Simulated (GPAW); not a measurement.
Runs of GPAW 26.7.0 on NbTe. It takes space group Pm-3m (No. 221, cubic). Conventional cell: a = 3.426 Å, b = 3.426 Å, c = 3.426 Å, α = 90.00°, β = 90.00°, γ = 90.00°. Nb (site symmetry m-3m) is surrounded by 8 Te at 2.97 Å. Te (site symmetry m-3m) is surrounded by 8 Nb at 2.97 Å. The cell was built by a generator and needn't be a form met in nature.

| level | potentials or basis | band points | data set | eigensolver | pressure (GPa) |
| --- | --- | --- | --- | --- | --- |
| LDA | the program's PAW data sets (release 1.2.1) made for this functional, pw | 60 | - | - | -8.7 |
| PBE | GPAW PAW data sets (gpaw-data 1.2.1), pw | 60 | - | - | -1.0 |
| PBE | JTH PAW 2.0, PBE, pw | 80 | Nb jth, Te jth | - | 1.1 |
| BLYP | PAW data sets generated in the run's folder for this functional, pw | 60 | - | davidson | (b) |
| PBE | GPAW PAW data sets (gpaw-data 1.2.1), other valence, pw | 80 | Nb 5, Te 16 | - | (a) |

Alike in all rows: task band structure; no spin polarisation; cell as given; k mesh 8 × 8 × 8; cutoff (eV) 600; smearing fermi-dirac 0.05 eV.

Estimate the missing entries.

(a) -1.9; (b) 7.4.

Caveats: the program truncates these outside data sets (some runs).

Not every run made on this cell is shown here.
